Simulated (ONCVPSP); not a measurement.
**An ONCV potential for chlorine, from input to tests**

Do these settings give a usable potential? It is generated, then checked for transferability, scattering, ghosts and hardness.

Program: ONCVPSP 4.0.1.1 (patched build). Reference atom: PBEsol, scalar-relativistic, spherical and spin-unpolarised. All values are calculated.

## 1. The atom and the settings

The settings as typed:

* element: chlorine (Cl, Z = 17)
* type: optimised norm-conserving Vanderbilt (ONCV)
* frozen core: [Ne]
* valence charge: 7
* reference configuration: 3s2 3p5
* partial waves: 3s: rc 1.05 bohr, ncon 5, nbas 8, qcut 5.7 1/bohr, local; 3p: rc 1.35 bohr, ncon 4, nbas 8, qcut 5.8 1/bohr, 3 projectors, debl 0.7 Ha; d scattering state at 0.04 Ha: rc 1.05 bohr, ncon 4, nbas 7, qcut 8.4 1/bohr, 3 projectors, debl 1.7 Ha
* local potential: the s channel
* core correction: not asked for

An earlier all-electron run gives the scale for the radii.

All-electron outer shells of the reference configuration (PBEsol, scalar-relativistic, ld1.x):

| shell | level (eV) | outermost node (bohr) | outermost maximum (bohr) |
| --- | --- | --- | --- |
| 2s | -252.19 | 0.12 | 0.36 |
| 2p | -191.42 | – | 0.30 |
| 3s | -20.62 | 0.56 | 1.27 |
| 3p | -8.56 | 0.53 | 1.43 |

## 2. The generation run

The input, Cl.dat:

```
# ATOM AND REFERENCE CONFIGURATION
# atsym  z   nc   nv     iexc    psfile
  Cl 17.00    3    2  -116133      upf
#
#   n    l    f
    1    0    2.00
    2    0    2.00
    2    1    6.00
    3    0    2.00
    3    1    5.00
#
# PSEUDOPOTENTIAL AND OPTIMIZATION
# lmax
    2
#
#   l,   rc,      ep,       ncon, nbas, qcut
    0    1.05    0.00    5    8    5.70
    1    1.35    0.00    4    8    5.80
    2    1.05    0.04    4    7    8.40
#
# LOCAL POTENTIAL
# lloc, lpopt,  rc(5),   dvloc0
    0    5    1.05    0.00
#
# VANDERBILT-KLEINMAN-BYLANDER PROJECTORs
# l, nproj, debl
    0    0    3.70
    1    3    0.70
    2    3    1.70
#
# MODEL CORE CHARGE
# icmod, fcfact, rcfact
    0    0.00    0.00
#
# LOG DERIVATIVE ANALYSIS
# epsh1, epsh2, depsh
   -2.00    5.00    0.02
#
# OUTPUT GRID
# rlmax, drl
    6.00    0.01
#
# TEST CONFIGURATIONS
# ncnf
    4
# nvcnf
#   n    l    f
    2
    3    0    2.00
    3    1    4.00
#
    2
    3    0    2.00
    3    1    3.00
#
    2
    3    0    2.00
    3    1    2.00
#
    2
    3    0    1.00
    3    1    6.00
#
```

The run is started by

```bash
$ oncvpsp.x < Cl.dat > Cl.out
```

What does the calculation give? Wanted: cutoffs for 1 and 0.1 mHa per electron, occupied waves; bound ghosts; GHOST(+) flags; largest test error; largest phase difference near zero energy, channels read.

**Answer**, as computed:

```
                                                quantity                      value
  cutoffs for 1 and 0.1 mHa per electron, occupied waves          140 Ha and 161 Ha
                                            bound ghosts            p at -125.35 eV
                                          GHOST(+) flags  p at 1390 eV, d at 205 eV
                            largest test error (AE − PS)       +82 meV, for 3s2 3p2
largest phase difference near zero energy, channels read                  0.020 rad
```

In words: A bound ghost (p) makes it unfit for use: electrons can fall into a state that the atom doesn't have. By total energies transferability is fair: the largest error is 82 meV on 77.5 eV, for 3s2 3p2. That test lies far up in energy; among those under 40 eV, nearer to bonding, the largest error is 19 meV. It counts as very hard, with 140 Ha needed at the looser tolerance. At the looser tolerance the 3s wave is the slowest; 3p needs 9 Ha. Near zero energy the phases of the channels with partial waves agree within 0.020 rad. The program also flags highly localised states, GHOST(+) (p, d).
